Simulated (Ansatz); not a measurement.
## ClH6N3Si, SMILES N[Si](N)(N)Cl: vertical energies of changing the electron count, step by step

With the Python package of Ansatz (0.2.0).

Run as a notebook:

In [1]:
```python
import ansatz as az
from ase import Atoms


def total_energy(molecule, charge=0, unpaired=0):
    calc = molecule.calculation().basis(gaussian='def2-SVPD').correlation('MP2').scf(lower_state_search='off')
    if charge:
        calc = calc.charge(charge)
    if unpaired:
        calc = calc.spin('collinear', total=unpaired)
    return calc.run(threads=1).report['free_energy_ev']
```

In [2]:
```python
atoms = Atoms(['N', 'Si', 'N', 'N', 'Cl', 'H', 'H', 'H', 'H', 'H', 'H'], positions=[
    (-0.9762, 0.9596, -0.4235),
    (0.3636, 0.2741, 0.086),
    (-0.2479, -0.632, 1.3264),
    (0.6321, -0.8765, -1.0776),
    (1.9336, 1.4513, 0.4461),
    (-1.0344, 1.9675, -0.0677),
    (-1.7441, 0.5378, 0.0777),
    (0.5945, -0.7893, 1.9731),
    (-0.4014, -1.5298, 0.9753),
    (-0.3049, -0.8642, -1.5863),
    (1.2504, -0.5556, -1.7088),
])
molecule = az.Crystal.molecule_from_ase(atoms)
```

In [3]:
```python
parent = total_energy(molecule, 0, 0)
cation = total_energy(molecule, 1, 1)
print(f'E(N)   = {parent:.5f} eV')
print(f'E(N-1) = {cation:.5f} eV  (1 unpaired)')
print(f'vertical ionisation energy {cation - parent:.3f} eV')
anion = total_energy(molecule, -1, 1)
print(f'E(N+1) = {anion:.5f} eV  (1 unpaired)')
print(f'vertical electron affinity {parent - anion:.3f} eV' + ('' if anion < parent else ' (unbound in this basis)'))
print(f'fundamental gap IP - EA = {cation + anion - 2 * parent:.3f} eV')
```
```text
E(N)   = -24920.02875 eV
E(N-1) = -24909.86230 eV  (1 unpaired)
vertical ionisation energy 10.166 eV
E(N+1) = -24918.67732 eV  (1 unpaired)
vertical electron affinity -1.351 eV (unbound in this basis)
fundamental gap IP - EA = 11.518 eV
```

At this unrelaxed geometry removing an electron costs 10.17 eV and an added one is unbound in this basis (by 1.35 eV).

Reading the output:
- These settings explore the input space; basis and method may be short of convergence.
- The geometry is a force-field or estimated start, not a minimum of this method, and the basis set is short of its limit. All parts are taken at fixed geometry, without zero-point energy. At an unrelaxed start these energies can be a whole eV from those at the minimum, and a small affinity can change sign.
- A negative electron affinity means that the anion is unbound here; its size hangs on the basis and tends to about zero as the basis grows, and so does its part in any gap built on it.
- Wall time of the script: 32 s on 1 thread of Arm Neoverse V2 (shared host), peak memory 0.53 GiB.

(Lines on the test bed's own set-up are left out of the output.)
